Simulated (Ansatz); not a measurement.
# MnAgC6N6: the cost of one run

Program: Ansatz 0.2.0. Level of theory: DFT PBE, scalar-relativistic, plane waves, PAW. These are calculated values, not measurements.

## (1) The system as given

It takes space group Fm-3m (No. 225, cubic). The conventional cell has a = 10.444 Å, b = 10.444 Å, c = 10.444 Å, α = 90.00°, β = 90.00°, γ = 90.00°. Around Mn (site symmetry m-3m) lie 6 N at 2.03 Å. Ag (site symmetry m-3m) is surrounded by 6 C at 2.02 Å. C (site symmetry 4mm) is surrounded by 1 N at 1.17 Å and 1 Ag at 2.02 Å. N (site symmetry 4mm) is surrounded by 1 C at 1.17 Å and 1 Mn at 2.03 Å.

Structure file:

```xyz
14
Lattice="0.0000 5.2220 5.2220 5.2220 0.0000 5.2220 5.2220 5.2220 0.0000" Properties=species:S:1:pos:R:3 pbc="T T T"
Mn    5.2220    5.2220    5.2220
Ag    0.0000    0.0000    0.0000
C     2.0220    5.2220    5.2220
C     5.2220    2.0220    5.2220
C     5.2220    5.2220    2.0220
C     8.4220    5.2220    5.2220
C     5.2220    8.4220    5.2220
C     5.2220    5.2220    8.4220
N     3.1920    5.2220    5.2220
N     5.2220    3.1920    5.2220
N     5.2220    5.2220    3.1920
N     7.2520    5.2220    5.2220
N     5.2220    7.2520    5.2220
N     5.2220    5.2220    7.2520
```

Recipe of the guess: cyanide-bridged rock-salt net of two metals, 0 guest cations a cell (Fm-3m, No. 225). Lengths come from tabulated atomic sizes and are only a guess.

## (2) A first look at the guess

input.yaml

```yaml
crystal:
  lattice:
    - [0.0, 5.222, 5.222]
    - [5.222, 0.0, 5.222]
    - [5.222, 5.222, 0.0]
  atoms:
    - { symbol: Mn, position: [0.5, 0.5, 0.5], spin: 4.0 }
    - { symbol: Ag, position: [0.0, 0.0, 0.0] }
    - { symbol: C, position: [0.80639602, 0.19360398, 0.19360398] }
    - { symbol: C, position: [0.19360398, 0.80639602, 0.19360398] }
    - { symbol: C, position: [0.19360398, 0.19360398, 0.80639602] }
    - { symbol: C, position: [0.19360398, 0.80639602, 0.80639602] }
    - { symbol: C, position: [0.80639602, 0.19360398, 0.80639602] }
    - { symbol: C, position: [0.80639602, 0.80639602, 0.19360398] }
    - { symbol: "N", position: [0.69436997, 0.30563003, 0.30563003] }
    - { symbol: "N", position: [0.30563003, 0.69436997, 0.30563003] }
    - { symbol: "N", position: [0.30563003, 0.30563003, 0.69436997] }
    - { symbol: "N", position: [0.30563003, 0.69436997, 0.69436997] }
    - { symbol: "N", position: [0.69436997, 0.30563003, 0.69436997] }
    - { symbol: "N", position: [0.69436997, 0.69436997, 0.30563003] }
basis:
  ecutwfc: 420
kpoints:
  mp_grid: { grid: [4, 4, 4] }
hamiltonian:
  xc: pbe
scf:
  occupations: { method: gaussian, width: 0.1 }
  lower_state_search: "off"
output:
  forces: true
  stress: true
  eigenvalues: true
  populations: true
magnetization:
  spin_polarized: true
```

Launch:

```sh
> ansatz run input.yaml --threads 1 --pin off --max-ram 2560MiB --backend cpu --events-out ev --progress --plain --runs-dir out
```

Q: Estimate wall time and peak memory on 1 thread of Intel Xeon Platinum 8259CL at 2.50GHz (Skylake/Cascade Lake), shared host.

About 46 s, with a peak of 0.74 GiB.
